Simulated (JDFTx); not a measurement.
# BrTl in JDFTx: further runs

The runs below take BrTl through solvation, with PBEsol.

Program: JDFTx 1.7.0 (patched build). These are calculated values, not measurements. Logs are shortened: lines on timing, memory, paths and dates and some standing lists are left out, and cuts for length are marked. The log counts tension as positive stress, the text compression.

## 1. The molecule as given

The cell holds a molecule in a box, 2 atoms: a = 9.000 Å, b = 9.000 Å, c = 12.000 Å, α = 90.00°, β = 90.00°, γ = 90.00°.

## 2. Solvation, PBEsol

fluid.in

```
lattice \
    9.0000000000     0.0000000000     0.0000000000 \
    0.0000000000     9.0000000000     0.0000000000 \
    0.0000000000     0.0000000000    12.0000000000
latt-scale 1.889726124626 1.889726124626 1.889726124626
coords-type Lattice
ion Br     0.5014444400     0.5023333300     0.3937420400 1
ion Tl     0.5014444400     0.5023333300     0.6119246200 1

ion-species pseudo/Br.upf
ion-species pseudo/Tl.upf
elec-cutoff 31
elec-ex-corr gga-PBEsol
kpoint-folding 1 1 1
elec-n-bands 10
electronic-minimize nIterations 100 energyDiffThreshold 1e-06
fluid LinearPCM
pcm-variant SCCS_g09beta
fluid-solvent H2O
fluid-minimize nIterations 200 knormThreshold 1e-10
initial-state vacuum.$VAR
core-overlap-check none
forces-output-coords Cartesian

dump-name fluid.$VAR
dump End Ecomponents EigStats BandEigs Kpoints Forces
```

Potentials or basis: PseudoDojo-SR-PBEsol-0.4.1-standard with smoothed tails.

The run is started by

```sh
jdftx -c 1 -i fluid.in -o fluid.out
```

Output:

```text
*************** JDFTx 1.7.0 (patched build) ***************

Input parsed successfully to the following command list (including defaults):
[... the input with its defaults ...]

---------- Setting up symmetries ----------

Found 16 point-group symmetries of the bravais lattice
Found 8 space-group symmetries with basis
Applied RMS atom displacement 0 bohrs to make symmetries exact.

---------- Initializing the Grid ----------
R =
[      17.0075            0            0  ]
[            0      17.0075            0  ]
[            0            0      22.6767  ]
unit cell volume = 6559.38
G =
[   0.369435          0          0  ]
[          0   0.369435          0  ]
[          0          0   0.277077  ]
Minimum fftbox size, Smin = [  88  88  116  ]
Chosen fftbox size, S = [  90  90  120  ]

---------- Exchange Correlation functional ----------
Initalized PBEsol GGA exchange.
Initalized PBEsol GGA correlation.

---------- Setting up pseudopotentials ----------
Width of ionic core gaussian charges (only for fluid interactions / plotting) set to 0.319186

Reading pseudopotential file 'pseudo/Br.upf':
  'Br' pseudopotential, 'PBESOL' functional
  Generated using ONCVPSP code by D. R. Hamann
  7 valence electrons, 2 orbitals, 6 projectors, 1001 radial grid points, with lMax = 2
    4S    l: 0   occupation:  2.0   eigenvalue: -0.739906
    4P    l: 1   occupation:  5.0   eigenvalue: -0.288675
  Core radius for overlap checks: 1.88 bohrs.

Reading pseudopotential file 'pseudo/Tl.upf':
  'Tl' pseudopotential, 'PBESOL' functional
  Generated using ONCVPSP code by D. R. Hamann
  13 valence electrons, 3 orbitals, 6 projectors, 1001 radial grid points, with lMax = 2
    5D    l: 2   occupation: 10.0   eigenvalue: -0.568842
    6S    l: 0   occupation:  2.0   eigenvalue: -0.352669
    6P    l: 1   occupation:  1.0   eigenvalue: -0.086772
  Core radius for overlap checks: 2.46 bohrs.

Initialized 2 species with 2 total atoms.

Folded 1 k-points by 1x1x1 to 1 k-points.

---------- Setting up k-points, bands, fillings ----------
No reducable k-points.
Computing the number of bands and number of electrons
Calculating initial fillings.
nElectrons:  20.000000   nBands: 10   nStates: 1

----- Setting up reduced wavefunction bases (one per k-point) -----
average nbasis = 54225.000 , ideal nbasis = 54075.358

---------- Setting up ewald sum ----------
Optimum gaussian width for ewald sums = 6.653130 bohr.
Real space sum over 1089 unit cells with max indices [  5  5  4  ]
Reciprocal space sum over 1815 terms with max indices [  5  5  7  ]

---------- Allocating electronic variables ----------
Reading eigenvalues from 'vacuum.eigenvals'.
Initializing wave functions:  reading from 'vacuum.wfns'
----- createFluidSolver() ----- (Fluid-side solver setup)
   Initializing fluid molecule 'H2O'
     Initializing site 'O'
       Electron density: proportional to exp(-r/0.36935)*erfc((r-0.51523)/0.36823) with norm 6.826
       Charge density: gaussian nuclear width 0.478731 with net site charge 0.826
       Polarizability: cuspless exponential with width 0.32 and norm 3.73
       Hard sphere radius: 2.57003 bohrs
       Positions in reference frame:
         [ +0.000000 +0.000000 +0.000000 ]
     Initializing site 'H'
       Electron density: proportional to exp(-r/0.34641)*erfc((r-0)/0.390882) with norm 0.587
       Charge density: gaussian nuclear width 0.377945 with net site charge -0.413
       Polarizability: cuspless exponential with width 0.39 and norm 3.3
       Positions in reference frame:
         [ +0.000000 -1.441945 +1.122523 ]
         [ +0.000000 +1.441945 +1.122523 ]
     Net charge: 0   dipole magnitude: 0.927204
     Initializing spherical shell mfKernel with radius 2.61727 Bohr
     deltaS corrections:
       site 'O': -7.54299
       site 'H': -6.83917

Correction to mu due to finite nuclear width = -0.0019518
   Cavity determined by rhoMin: 0.0001  rhoMax: 0.0015
   Effective cavity tension: 7.06535e-06 Eh/bohr^2 and pressure: -2.71914e-06 Eh/bohr^3 to account for cavitation and dispersion.

-------- Electronic minimization -----------
	Linear fluid (dielectric constant: 78.4) occupying 0.856152 of unit cell:	Completed after 19 iterations at
ElecMinimize: Iter:   0  Etot: -64.326426571088348  |grad|_K:  5.113e-05  alpha:  1.000e+00
	Linear fluid (dielectric constant: 78.4) occupying 0.856878 of unit cell:	Completed after 11 iterations at
	Linear fluid (dielectric constant: 78.4) occupying 0.856983 of unit cell:	Completed after 3 iterations at
ElecMinimize: Iter:   1  Etot: -64.328021328025756  |grad|_K:  6.532e-05  alpha:  1.125e+00  linmin: -3.418e-04
	Linear fluid (dielectric constant: 78.4) occupying 0.859410 of unit cell:	Completed after 11 iterations at
	Linear fluid (dielectric constant: 78.4) occupying 0.858002 of unit cell:	Completed after 10 iterations at
ElecMinimize: Iter:   2  Etot: -64.329050665801617  |grad|_K:  4.469e-05  alpha:  4.487e-01  linmin:  3.406e-03
	Linear fluid (dielectric constant: 78.4) occupying 0.858350 of unit cell:	Completed after 6 iterations at
	Linear fluid (dielectric constant: 78.4) occupying 0.858363 of unit cell:	Completed after 0 iterations at
ElecMinimize: Iter:   3  Etot: -64.329554888186081  |grad|_K:  3.023e-05  alpha:  4.676e-01  linmin: -2.777e-03
	Linear fluid (dielectric constant: 78.4) occupying 0.858339 of unit cell:	Completed after 4 iterations at
	Linear fluid (dielectric constant: 78.4) occupying 0.858332 of unit cell:	Completed after 3 iterations at
ElecMinimize: Iter:   4  Etot: -64.329881837700782  |grad|_K:  1.850e-05  alpha:  6.595e-01  linmin:  2.774e-03
	Linear fluid (dielectric constant: 78.4) occupying 0.858384 of unit cell:	Completed after 3 iterations at
	Linear fluid (dielectric constant: 78.4) occupying 0.858387 of unit cell:	Completed after 0 iterations at
ElecMinimize: Iter:   5  Etot: -64.330013142083217  |grad|_K:  1.301e-05  alpha:  7.086e-01  linmin: -1.147e-02
	Linear fluid (dielectric constant: 78.4) occupying 0.858314 of unit cell:	Completed after 4 iterations at
	Linear fluid (dielectric constant: 78.4) occupying 0.858329 of unit cell:	Completed after 0 iterations at
ElecMinimize: Iter:   6  Etot: -64.330066117908672  |grad|_K:  9.782e-06  alpha:  5.751e-01  linmin: -7.905e-03
	Linear fluid (dielectric constant: 78.4) occupying 0.858290 of unit cell:	Completed after 2 iterations at
	Linear fluid (dielectric constant: 78.4) occupying 0.858301 of unit cell:	Completed after 0 iterations at
ElecMinimize: Iter:   7  Etot: -64.330088038915989  |grad|_K:  6.943e-06  alpha:  4.281e-01  linmin: -1.572e-02
	Linear fluid (dielectric constant: 78.4) occupying 0.858316 of unit cell:	Completed after 1 iterations at
	Linear fluid (dielectric constant: 78.4) occupying 0.858316 of unit cell:	Completed after 0 iterations at
ElecMinimize: Iter:   8  Etot: -64.330099254600910  |grad|_K:  4.558e-06  alpha:  4.219e-01  linmin: -3.876e-02
	Linear fluid (dielectric constant: 78.4) occupying 0.858331 of unit cell:	Completed after 0 iterations at
	Linear fluid (dielectric constant: 78.4) occupying 0.858333 of unit cell:	Completed after 0 iterations at
ElecMinimize: Iter:   9  Etot: -64.330104984068527  |grad|_K:  3.251e-06  alpha:  4.880e-01  linmin:  3.274e-06
	Linear fluid (dielectric constant: 78.4) occupying 0.858321 of unit cell:	Completed after 0 iterations at
	Linear fluid (dielectric constant: 78.4) occupying 0.858323 of unit cell:	Completed after 0 iterations at
ElecMinimize: Iter:  10  Etot: -64.330107368400689  |grad|_K:  2.169e-06  alpha:  4.244e-01  linmin: -5.513e-02
	Linear fluid (dielectric constant: 78.4) occupying 0.858307 of unit cell:	Completed after 0 iterations at
	Linear fluid (dielectric constant: 78.4) occupying 0.858307 of unit cell:	Completed after 0 iterations at
ElecMinimize: Iter:  11  Etot: -64.330108510080905  |grad|_K:  1.515e-06  alpha:  4.217e-01  linmin: -9.567e-07
	Linear fluid (dielectric constant: 78.4) occupying 0.858296 of unit cell:	Completed after 0 iterations at
	Linear fluid (dielectric constant: 78.4) occupying 0.858294 of unit cell:	Completed after 0 iterations at
ElecMinimize: Iter:  12  Etot: -64.330109140753493  |grad|_K:  1.020e-06  alpha:  5.067e-01  linmin:  1.804e-06
	Linear fluid (dielectric constant: 78.4) occupying 0.858286 of unit cell:	Completed after 0 iterations at
	Linear fluid (dielectric constant: 78.4) occupying 0.858287 of unit cell:	Completed after 0 iterations at
ElecMinimize: Iter:  13  Etot: -64.330109399490539  |grad|_K:  7.734e-07  alpha:  4.585e-01  linmin:  3.869e-07
ElecMinimize: Converged (|Delta Etot|<1.000000e-06 for 2 iters).
Setting wave functions to eigenvectors of Hamiltonian

# Ionic positions in lattice coordinates:
ion Br   0.501444440000000   0.502333330000000   0.393742040000000 1
ion Tl   0.501444440000000   0.502333330000000   0.611924620000000 1

# Forces in Cartesian coordinates:
force Br   0.000000000000000  -0.000000000000000  -0.017618700606914 1
force Tl   0.000000000000000   0.000000000000000   0.022255609372437 1

# Energy components:
   A_diel =       -0.0172767787032448
   Eewald =      -10.8508088145309038
       EH =       46.4548702119296735
     Eloc =     -115.3692727413181274
      Enl =       -8.3079055200646579
      Exc =      -24.1116052323557781
 Exc_core =       12.1006287582039729
       KE =       35.7712607173485040
-------------------------------------
     Etot =      -64.3301093994905386

IonicMinimize: Iter:   0  Etot: -64.330109399490539  |grad|_K:  1.151e-02
IonicMinimize: None of the convergence criteria satisfied after 0 iterations.

#--- Lowdin population analysis ---
# oxidation-state Br -0.450
# oxidation-state Tl +0.496

Dumping 'fluid.eigStats' ...
	eMin: -0.660127 at state 0 ( [ +0.000000 +0.000000 +0.000000 ] spin 0 )
	HOMO: -0.198589 at state 0 ( [ +0.000000 +0.000000 +0.000000 ] spin 0 )
	mu  : unavailable
	LUMO: unavailable
	eMax: -0.198589 at state 0 ( [ +0.000000 +0.000000 +0.000000 ] spin 0 )
	HOMO-LUMO gap: unavailable
	Optical gap  : unavailable
Done!
[note: without ions in the liquid mu and the levels have no absolute zero]
```

It took 54 s on 1 thread of Intel Xeon 6975P-C (Granite Rapids), shared host; peak memory 0.39 GiB.

Results:

| Item | Value |
| --- | --- |
| Free energy | -1750.5115 eV |
| Loewdin charges | Br -0.45; Tl +0.50 e |
| Solvation energy | -0.330 eV |

Caveat: the liquid is a continuum model, checked here against plausible ranges alone. Spin-orbit coupling is left out, which matters for the levels of Tl.

[end of part 1 of 2]
